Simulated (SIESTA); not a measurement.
CuNi3:

```xyz
4
Lattice="1.3952 -1.9872 0.0000 1.3952 1.9872 0.0000 0.0000 0.0000 7.9349" Properties=species:S:1:pos:R:3 pbc="T T T"
Cu    0.0000    0.0000    0.0000
Ni    1.3952    0.0000    2.0209
Ni    0.0000    0.0000    3.9674
Ni    1.3952    0.0000    5.9140
```

The cell comes from a database or a generator and needn't be the stable form of this composition.

| Property | Result |
| --- | --- |
| Program | SIESTA 5.4.2 |
| Task | single point |
| Functional | PBEsol |
| Potentials or basis | PseudoDojo 0.4 standard (PBEsol files) |
| Basis | DZP (energy shift 0.003 Ry; two zetas on semicore shells) |
| Grid cutoff | 800 Ry |
| Energy shift | 0.003 Ry |
| k mesh | 12 × 12 × 4 |
| Occupations | fermi-dirac, width 0.05 eV |
| Spin | collinear spin, ferromagnetic start |
| Starting moments | [0.6, 1.0, 1.0, 1.0] μB |

On this cell: pressure -7.3 GPa; largest force under 0.003 eV/Å; net moment 1.39 μB per cell; site moments Cu -0.01; Ni +0.44, +0.53 μB; band gap on the k mesh none (metal or under the smearing width).

The same run follows on a disturbed copy (atoms moved at random, drawn with an rms of 0.05 Å):

```
Cu Ni
1.0
     1.39521   -1.98715    0.00000
     1.39521    1.98715    0.00000
     0.00000    0.00000    7.93489
Cu Ni
1 3
Direct
  0.99232 0.99735 0.00088
  0.50930 0.52186 0.25185
  0.02916 0.01053 0.49389
  0.48259 0.50167 0.74466
```

Task: What does the disturbed cell give?

Result: The energy (extrapolated to zero smearing) moves by +4.4 meV/atom; pressure -7.2 GPa; largest force 0.394 eV/Å; net moment 1.40 μB per cell; site moments Cu -0.01; Ni +0.43, +0.53, +0.44 μB; band gap on the k mesh none (metal or under the smearing width).

Forces on the atoms (eV/Å):
```
Cu   0.121 -0.002 -0.229
Ni  -0.107  0.018  0.054
Ni  -0.190 -0.065  0.339
Ni   0.179  0.050 -0.161
```

Stress tensor (GPa, compression positive):
```
-7.98  0.05  0.01
 0.05 -7.79  0.02
 0.01  0.02 -5.93
```

Caveats: short orbitals over semicore shells can move pressures by several GPa; the basis of atomic orbitals isn't converged, which shifts pressures, moduli and gaps.
